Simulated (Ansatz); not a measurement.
# PN (phosphorus nitride) at r2SCAN0/STO-3G

What is the electronic atomisation energy of PN (phosphorus nitride) at r2SCAN0/STO-3G? 

Program for the calculation: Ansatz 0.2.0.

46 further runs of the same task are left out: 12 that didn't finish, 34 set aside as unsound or not needed.

### 1 The system as given

PN: 2 atoms, total charge 0, spin state singlet. As SMILES, `N#P`. The bond length is the measured one.

Bond lengths: N1–P2 1.491 Å.

### 2 The energy at r2SCAN0/STO-3G

in.yaml reads:

```yaml
basis:
  gaussian: {orbitals: STO-3G}
crystal:
  periodic: [false, false, false]
  atoms:
    - {symbol: N, position_ang: [0.000000, 0.000000, 0.000000]}
    - {symbol: P, position_ang: [0.000000, 0.000000, 1.490866]}
total_charge: 0
hamiltonian: {xc: {name: r2SCAN0}}
accuracy: high
```

On the command line:

```
ansatz run in.yaml --threads 1 --pin off --max-ram 2610MiB --events-out events.jsonl --progress --plain --runs-dir runs
```

Standard output:

```text
Warning: RAYON_NUM_THREADS=1 ignored (pool sized by the plan → 1); use --threads N
Functional definition: r2SCAN0
  name "r2SCAN0"
  parameter a = 0.25
  parameter k0 = 0.174
  parameter k1 = 0.065
  parameter a1 = 4.9479
  exchange = (1 - a)*r2scan_x(k0 = k0, k1 = k1, a1 = a1) + a*exact_x
  correlation = r2scan_c
224 factors; integrals over basis functions are off by at most 8.7e-9 eV
mean field evaluation 1: about -10644.5447 eV, gradient 4.6e1 eV
mean field evaluation 2: about -10613.8988 eV, gradient 9.4e1 eV
mean field evaluation 4: about -10651.2420 eV, gradient 3.3e0 eV
mean field evaluation 8: about -10651.2516 eV, gradient 5.3e-1 eV
mean field evaluation 16: about -10651.2523 eV, gradient 5.0e-10 eV
mean field -10651.25231890 eV, -391.4263030416 hartree, gradient 4.2e-9 eV, S^2 0.000000; 0 other end points of the search recorded, 0 dependent functions left out
reference -10651.25231907 eV, -391.4263030475 hartree; 11, 11 occupied and 3, 3 virtual orbitals, 224 factors
Total energy: -10651.25231907 eV, -391.4263030475 hartree
```

Run time: 1.1 s. Hardware: 1 thread of Intel Xeon 6975P-C (Granite Rapids), shared host; peak memory 0.12 GiB.

### 3 The N atom

in.yaml reads:

```yaml
crystal:
  periodic: [false, false, false]
  atoms:
    - {symbol: N, position_ang: [0.000000, 0.000000, 0.000000]}
basis:
  gaussian:
    orbitals: STO-3G
accuracy: high
hamiltonian:
  xc: {name: r2SCAN0}
magnetization:
  spin_polarized: true
  initial_magnetization: 3
```

Run the same way, it converges to -53.88331 Eh (log not shown).

### 4 The P atom at the same level

molecule.yaml reads:

```yaml
crystal:
  periodic: [false, false, false]
  atoms:
    - {symbol: P, position_ang: [0.000000, 0.000000, 0.000000]}
basis:
  gaussian:
    orbitals: STO-3G
magnetization:
  spin_polarized: true
  initial_magnetization: 3
hamiltonian:
  xc: {name: r2SCAN0}
accuracy: high
```

Run the same way, it converges to -337.35972 Eh (log not shown).

### 5 Summary of results

At r2SCAN0/STO-3G:

| quantity | value |
| --- | --- |
| molecule: total energy | -391.42630 Eh |
| N atom: total energy | -53.88331 Eh |
| N atom: ⟨S²⟩ | 3.750 |
| P atom: total energy | -337.35972 Eh |
| P atom: ⟨S²⟩ | 3.750 |
| electronic atomisation energy | 4.987 eV |

In words: Taking the molecule apart into free atoms costs 4.99 eV (115 kcal/mol), before zero-point energy and without spin-orbit coupling. In a minimal basis such a difference can be off by several eV, whatever the method.
